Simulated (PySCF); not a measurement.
# CoBr₄ (-2): ligand-field states, part 3 of 3

PySCF 2.14.0. Atoms count from 0.

## Step 8: Ligand-field states: state-averaged CASSCF (angle to the S4 axis at 80°) in water

What the job is given:

```
{"job": {"kind": "lf", "basis": {"metal": "x2c-TZVPall", "ligand": "x2c-SVPall"}, "nevpt": true, "solvent": "water", "reuse": true}, "charge": -2, "metal": "Co", "open_shell": "d7"}
Co     0.000000     0.000000     0.000000
Br     1.730465     1.730465     0.431516
Br    -1.730465    -1.730465     0.431516
Br    -1.730465     1.730465    -0.431516
Br     1.730465    -1.730465    -0.431516
```

Method: state-averaged CASSCF of the metal d shell, SC-NEVPT2 on the averaged canonical orbitals, state-interaction spin-orbit coupling.

What it wrote:

```text
basis functions 176, electrons 169, active (7e, 5o)
start from the orbitals of the previous structure
stage 1: DIIS on the effective Fock matrix, level shift 0.30
cycle   1  E = -11806.5666857568  dE = -1.181e+04  max|g| = 1.662e+00
cycle   2  E = -11807.7859747596  dE = -1.219e+00  max|g| = 4.247e-01
cycle   3  E = -11808.0581943283  dE = -2.722e-01  max|g| = 6.301e-01
cycle   4  E = -11808.1616625127  dE = -1.035e-01  max|g| = 1.213e-01
cycle   5  E = -11808.1895373285  dE = -2.787e-02  max|g| = 1.089e-01
cycle   6  E = -11808.2103369599  dE = -2.080e-02  max|g| = 9.380e-02
cycle   7  E = -11808.1962143094  dE =  1.412e-02  max|g| = 1.445e-01
cycle   8  E = -11808.1321709782  dE =  6.404e-02  max|g| = 1.926e-01
cycle   9  E = -11807.9494817229  dE =  1.827e-01  max|g| = 3.180e-01
cycle  10  E = -11807.6417136446  dE =  3.078e-01  max|g| = 5.174e-01
cycle  11  E = -11806.9939532408  dE =  6.478e-01  max|g| = 8.637e-01
cycle  12  E = -11806.2146425026  dE =  7.793e-01  max|g| = 1.191e+00
cycle  13  E = -11805.4277617831  dE =  7.869e-01  max|g| = 1.561e+00
cycle  14  E = -11805.3652144028  dE =  6.255e-02  max|g| = 1.594e+00
cycle  15  E = -11805.5444185902  dE = -1.792e-01  max|g| = 1.463e+00
stage 2: quasi-Newton rotations from the point of smallest gradient
cycle  17  E = -11808.2507746545  dE = -4.044e-02  max|g| = 2.342e-02
cycle  18  E = -11808.2518147689  dE = -1.040e-03  max|g| = 2.408e-02
cycle  19  E = -11808.2520637578  dE = -2.490e-04  max|g| = 1.214e-02
cycle  20  E = -11808.2521280434  dE = -6.429e-05  max|g| = 9.339e-04
cycle  21  E = -11808.2521300897  dE = -2.046e-06  max|g| = 3.153e-04
cycle  22  E = -11808.2521303016  dE = -2.118e-07  max|g| = 9.592e-05
cycle  23  E = -11808.2521303103  dE = -8.760e-09  max|g| = 1.704e-05
cycle  24  E = -11808.2521303110  dE = -6.203e-10  max|g| = 5.032e-06
converged average energy = -11808.2521303110

 mult deg   label        CASSCF/cm-1   NEVPT2/cm-1
   4   1   4B1                 0.0           0.0
   4   2   4E                229.8         526.2
   4   1   4A2               711.2        1407.1
   4   2   4E               4538.4        6487.1
   4   1   4B2              5437.8        8294.0
   2   1   2A1             15609.6       11991.5
   2   2   2E              16634.9       13101.4
   2   1   2B1             18202.9       16522.9
   4   2   4E              19054.0       17472.0
   2   1   2A2             18535.8       17605.1
   2   2   2E              20107.9       19227.9
   2   1   2A1             20191.9       19405.1
   2   2   2E              21754.3       19944.0
   2   1   2B2             20843.1       20720.4
   2   1   2A2             23472.0       20856.0
   2   1   2A2             25992.0       24266.8
   2   2   2E              25971.4       24403.0
   4   1   4A2             24493.7       24517.2
   2   1   2B2             26613.7       25554.0
   2   1   2B1             29142.9       27240.3
   2   2   2E              27535.7       27476.9
   2   1   2A1             26892.6       27791.2
   2   1   2B2             29360.6       28151.2
   2   1   2A1             29154.5       29007.5
   2   2   2E              29656.7       29423.1
   2   2   2E              29482.0       29429.4
   2   1   2A2             29420.0       30107.1
   2   1   2B1             29892.7       30864.2
   2   2   2E              43158.7       39196.1
   2   1   2B1             43585.4       39477.5
   2   1   2B2             45448.7       42350.5
   2   2   2E              45861.8       42942.8
   2   1   2A2             46078.9       43214.0
   2   1   2B2             65653.2       57455.3
   2   1   2B1             65883.7       58265.3
   2   2   2E              70419.4       63974.2
   2   1   2A1             71885.9       65588.9

spin-orbit levels / cm-1
      0.00  x2  4B1 0.66 4E 0.33
    158.86  x2  4B1 0.68 4E 0.28 4A2 0.03
    722.88  x2  4E 0.68 4A2 0.18 4B1 0.14
    845.17  x2  4E 0.88 4A2 0.09
   1088.91  x2  4E 0.79 4B1 0.17
   1272.48  x2  4E 0.60 4B1 0.31 4A2 0.09
   2058.09  x2  4A2 0.80 4E 0.18
   2168.47  x2  4A2 0.75 4E 0.23
   6469.53  x2  4E 0.99
   6709.22  x2  4E 0.96 4B2 0.03
   6979.46  x2  4E 0.92 4B2 0.07
   7373.49  x2  4E 0.97
   8822.68  x2  4B2 0.96 4E 0.03
   8908.12  x2  4B2 0.90 4E 0.10
  12275.58  x2  2A1 0.86 2E 0.13
  13410.60  x2  2E 0.98
  13916.92  x2  2E 0.86 2A1 0.13
  16996.22  x2  2B1 0.97
  17697.30  x2  4E 1.00
  17794.38  x2  4E 0.97
  17853.55  x2  4E 0.64 2A2 0.33
  17921.74  x2  2A2 0.46 4E 0.46 2E 0.04
  18081.11  x2  4E 0.85 2A2 0.12
  19641.45  x2  2E 0.94
  19707.66  x2  2E 0.60 2A1 0.24 2E 0.11
  19775.17  x2  2A1 0.63 2E 0.28 2A2 0.06
  20286.01  x2  2E 0.94
  20823.39  x2  2E 0.82 2A1 0.11
  21213.74  x2  2B2 0.96
  21456.91  x2  2A2 0.92
```

Wall time 26 s (1 thread of Arm Neoverse V1, shared host); peak memory 0.56 GiB.

In short:

```
             quantity     value
spin-orbit constant ζ  494 cm⁻¹
```

Powder susceptibility:

```
T (K)  χT (cm³ K/mol)  μ(eff)
    2           2.361    4.34
   20           2.681    4.63
  100           3.678    5.42
  300           4.111    5.73
```

## Step 9: Ligand-field states: state-averaged CASSCF (angle to the S4 axis at 90°) in water

What the job is given:

```
{"job": {"kind": "lf", "basis": {"metal": "x2c-TZVPall", "ligand": "x2c-SVPall"}, "nevpt": true, "solvent": "water", "reuse": true}, "charge": -2, "metal": "Co", "open_shell": "d7"}
Co     0.000000     0.000000     0.000000
Br     1.757160     1.757160     0.000000
Br    -1.757160    -1.757160     0.000000
Br    -1.757160     1.757160     0.000000
Br     1.757160    -1.757160     0.000000
```

With the program's defaults for keys left out, this is: state-averaged CASSCF of the metal d shell, SC-NEVPT2 on the averaged canonical orbitals, state-interaction spin-orbit coupling.

What it wrote:

```text
basis functions 176, electrons 169, active (7e, 5o)
start from the orbitals of the previous structure
stage 1: DIIS on the effective Fock matrix, level shift 0.30
cycle   1  E = -11805.7188074354  dE = -1.181e+04  max|g| = 2.223e+00
cycle   2  E = -11807.8220555988  dE = -2.103e+00  max|g| = 5.527e-01
cycle   3  E = -11808.1168791295  dE = -2.948e-01  max|g| = 2.002e-01
cycle   4  E = -11808.1744568799  dE = -5.758e-02  max|g| = 1.107e-01
cycle   5  E = -11808.1522079087  dE =  2.225e-02  max|g| = 1.184e-01
cycle   6  E = -11808.1834140928  dE = -3.121e-02  max|g| = 9.495e-02
cycle   7  E = -11808.1781847996  dE =  5.229e-03  max|g| = 2.061e-01
cycle   8  E = -11807.8870163470  dE =  2.912e-01  max|g| = 3.781e-01
cycle   9  E = -11807.2586396008  dE =  6.284e-01  max|g| = 7.601e-01
cycle  10  E = -11806.5986903278  dE =  6.599e-01  max|g| = 1.063e+00
cycle  11  E = -11806.2095454093  dE =  3.891e-01  max|g| = 1.286e+00
cycle  12  E = -11805.9426394444  dE =  2.669e-01  max|g| = 1.415e+00
cycle  13  E = -11805.8817796414  dE =  6.086e-02  max|g| = 1.433e+00
cycle  14  E = -11805.8265585958  dE =  5.522e-02  max|g| = 1.447e+00
cycle  15  E = -11805.8234160225  dE =  3.143e-03  max|g| = 1.505e+00
stage 2: quasi-Newton rotations from the point of smallest gradient
cycle  17  E = -11808.2410227349  dE = -5.761e-02  max|g| = 3.455e-02
cycle  18  E = -11808.2424384135  dE = -1.416e-03  max|g| = 1.852e-02
cycle  19  E = -11808.2425817178  dE = -1.433e-04  max|g| = 7.140e-03
cycle  20  E = -11808.2426167051  dE = -3.499e-05  max|g| = 1.232e-03
cycle  21  E = -11808.2426189825  dE = -2.277e-06  max|g| = 4.218e-04
cycle  22  E = -11808.2426193022  dE = -3.197e-07  max|g| = 1.488e-04
cycle  23  E = -11808.2426193477  dE = -4.557e-08  max|g| = 4.687e-05
cycle  24  E = -11808.2426193536  dE = -5.908e-09  max|g| = 2.133e-05
cycle  25  E = -11808.2426193542  dE = -5.784e-10  max|g| = 4.724e-06
converged average energy = -11808.2426193542

 mult deg   label        CASSCF/cm-1   NEVPT2/cm-1
   4   1   4B2g                0.0           0.0
   4   2   4Eg                -3.5         206.6
   4   1   4A2g              315.2         842.4
   4   2   4Eg              4760.0        6694.9
   4   1   4B1g             6077.4        9258.3
   2   1   2A1g            14654.5       10406.2
   2   2   2Eg             15898.0       11764.7
   2   1   2B2g            17919.3       16014.1
   2   1   2A2g            18239.6       17190.7
   4   2   4Eg             19073.3       17683.8
   2   2   2Eg             19906.7       18773.8
   2   1   2A1g            20300.7       19525.4
   2   2   2Eg             21520.1       19878.6
   2   1   2A2g            23220.9       20415.0
   2   1   2B1g            20792.9       20527.6
   2   1   2A2g            25874.3       24182.0
   2   2   2Eg             25880.1       24216.1
   2   1   2B1g            26698.6       25512.2
   4   1   4A2g            25366.5       25774.0
   2   1   2B2g            29182.5       26541.0
   2   2   2Eg             27869.9       28245.3
   2   2   2Eg             29872.7       28429.8
   2   1   2B1g            29674.4       28775.7
   2   1   2A1g            27428.1       28778.2
   2   1   2A1g            29340.8       29365.8
   2   1   2A2g            30086.5       31048.1
   2   2   2Eg             30114.4       31482.2
   2   1   2B2g            30328.8       31945.8
   2   2   2Eg             43229.7       39497.0
   2   1   2B2g            43824.7       40006.9
   2   1   2B1g            45842.9       42992.3
   2   2   2Eg             46390.1       43824.3
   2   1   2A2g            46660.7       44173.5
   2   1   2B1g            65524.8       57481.8
   2   1   2B2g            66077.9       58874.2
   2   2   2Eg             70961.0       64844.5
   2   1   2A1g            72743.1       66841.8

spin-orbit levels / cm-1
      0.00  x2  4B2g 0.52 4Eg 0.45
    135.88  x2  4Eg 0.48 4B2g 0.40 4A2g 0.12
    563.29  x2  4Eg 0.58 4B2g 0.26 4A2g 0.16
    638.91  x2  4Eg 0.84 4A2g 0.13
    976.54  x2  4Eg 0.62 4B2g 0.32 4A2g 0.05
   1166.82  x2  4Eg 0.43 4B2g 0.39 4A2g 0.18
   1706.40  x2  4A2g 0.66 4Eg 0.28 4B2g 0.06
   1821.86  x2  4A2g 0.67 4Eg 0.30
   6797.86  x2  4Eg 0.99
   7058.67  x2  4Eg 0.97
   7355.30  x2  4Eg 0.96 4B1g 0.03
   7733.77  x2  4Eg 0.98
   9895.96  x2  4B1g 0.97
   9945.79  x2  4B1g 0.94 4Eg 0.05
  10863.01  x2  2A1g 0.89 2Eg 0.10
  12199.07  x2  2Eg 0.98
  12741.02  x2  2Eg 0.89 2A1g 0.10
  16624.10  x2  2B2g 0.97
  17628.47  x2  2A2g 0.90 2Eg 0.08
  18053.56  x2  4Eg 1.00
  18136.69  x2  4Eg 0.97
  18201.25  x2  4Eg 0.94
  18390.30  x2  4Eg 0.97
  19309.37  x2  2Eg 0.96
  19492.98  x2  2Eg 0.86 2A2g 0.08
  19969.21  x2  2A1g 0.81 2Eg 0.17
  20396.42  x2  2Eg 0.95
  20869.40  x2  2Eg 0.77 2A1g 0.15 2A2g 0.04
  21158.85  x2  2B1g 0.97
  21185.23  x2  2A2g 0.88 4Eg 0.03 2Eg 0.03
```

It took 25 s on 1 thread of Arm Neoverse V1, shared host; peak memory 0.55 GiB.

Warnings kept with the result: spin Hamiltonian not valid, low-lying orbital states.

Key values:

```
             quantity     value
spin-orbit constant ζ  495 cm⁻¹
```

Powder susceptibility:

```
T (K)  χT (cm³ K/mol)  μ(eff)
    2           2.434    4.41
   20           2.842    4.77
  100           3.999    5.66
  300           4.417    5.94
```

## Step 10: Ligand field across the series

From the NEVPT2 states (cm⁻¹; the spread is that of the fitted one-electron ligand-field levels):

```
step                     setting  ground state   next state  orbital spread  Racah B    ζ  μ(eff), 300 K
   2                    as given           4A2  4T2 at 2800            2315      986  492           4.82
   3  angle to the S4 axis at 45           4B1  4B2 at 1343            3289      993  492           4.98
   4  angle to the S4 axis at 50           4B1  4B2 at 2026            2842      988  492           4.86
   5  angle to the S4 axis at 60           4B1   4E at 2317            3496      989  492           4.86
   6  angle to the S4 axis at 65           4B1   4E at 1830            4766      998  492           4.98
   7  angle to the S4 axis at 72           4B1   4E at 1154            6616     1019  493           5.29
   8  angle to the S4 axis at 80           4B1    4E at 526            8502     1048  494           5.73
   9  angle to the S4 axis at 90          4B2g   4Eg at 207            9578     1067  495           5.94
```

## Step 11: Outcome

The summary covers parts 1 to 3.

| quantity | value |
| --- | --- |
| spin-orbit constant ζ (step 2, state-averaged CASSCF in water) | 492 cm⁻¹ |
| ground multiplicity, μ(eff) at 300 K (step 2, 4 donors at 2.48 Å) | 4, 4.82 μB |
| ground multiplicity, μ(eff) at 300 K (step 3, 4 donors at 2.48 Å) | 4, 4.98 μB |
| ground multiplicity, μ(eff) at 300 K (step 4, 4 donors at 2.48 Å) | 4, 4.86 μB |
| ground multiplicity, μ(eff) at 300 K (step 5, 4 donors at 2.49 Å) | 4, 4.86 μB |
| ground multiplicity, μ(eff) at 300 K (step 6, 4 donors at 2.48 Å) | 4, 4.98 μB |
| ground multiplicity, μ(eff) at 300 K (step 7, 4 donors at 2.49 Å) | 4, 5.29 μB |
| ground multiplicity, μ(eff) at 300 K (step 8, 4 donors at 2.48 Å) | 4, 5.73 μB |
| ground multiplicity, μ(eff) at 300 K (step 9, 4 donors at 2.48 Å) | 4, 5.94 μB |

**Reading.** In step 2, χT goes from 2.71 at 2 K to 2.91 cm³ K/mol at 300 K: nearly flat, so one level governs the whole range. The spread of the ligand-field levels runs from 2315 cm⁻¹ (as given) to 9578 cm⁻¹ (angle to the S4 axis at 90); μ(eff) at 300 K: 4.82 to 5.94 μB.
